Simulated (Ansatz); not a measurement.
Crystal: GeCN2.

```
Ge N C
1.0
     1.79379    1.03565    4.92196
    -1.79379    1.03565    4.92196
     0.00000   -2.07129    4.92196
Ge N C
1 2 1
Direct
  0.00000 0.00000 0.00000
  0.58390 0.58390 0.58390
  0.41610 0.41610 0.41610
  0.50000 0.50000 0.50000
```

The cell comes from a database or a generator and needn't be the stable form of this composition.

```yaml
Program: Ansatz 0.2.0
Task: single point
Functional: PBE
Potentials_or_basis: Ansatz PAW
Cutoff: "420 eV (not typed: the program's choice for these potentials)"
k_mesh: 9 × 9 × 9
Occupations: fermi-dirac, width 0.05 eV
Spin: no spin polarisation
```

On this cell: pressure 0.0 GPa; largest force 0.017 eV/Å; band gap on the k mesh 1.12 eV, indirect (least direct gap 1.97 eV).

The same run follows on a disturbed copy (atoms moved at random, drawn with an rms of 0.05 Å):

```
CELL_PARAMETERS angstrom
1.79379 1.03565 4.92196
-1.79379 1.03565 4.92196
0.00000 -2.07129 4.92196
ATOMIC_POSITIONS crystal
Ge 0.00996 0.00375 0.99020
N 0.57323 0.58789 0.58586
N 0.41225 0.40538 0.44245
C 0.49424 0.51495 0.48816
```

Problem. What changes?

Solution. The energy moves by +57.2 meV/atom; pressure 7.4 GPa; largest force 5.565 eV/Å; band gap on the k mesh 1.20 eV, indirect (least direct gap 1.98 eV).

Forces in eV/Å, atoms in the order of the input:
```
Ge   0.040  0.013 -0.498
N   -0.147  0.349  1.762
N   -0.020  0.123 -5.563
C    0.127 -0.484  4.299
```

Stress tensor (GPa, compression positive):
```
-0.77  0.13 -0.91
 0.13 -0.14  1.92
-0.91  1.92 22.99
```

Caveats: odd divisions of the mesh miss points on the zone boundary, where band edges often lie, so the gap on the mesh can be too wide.

A k mesh can miss the band edges.
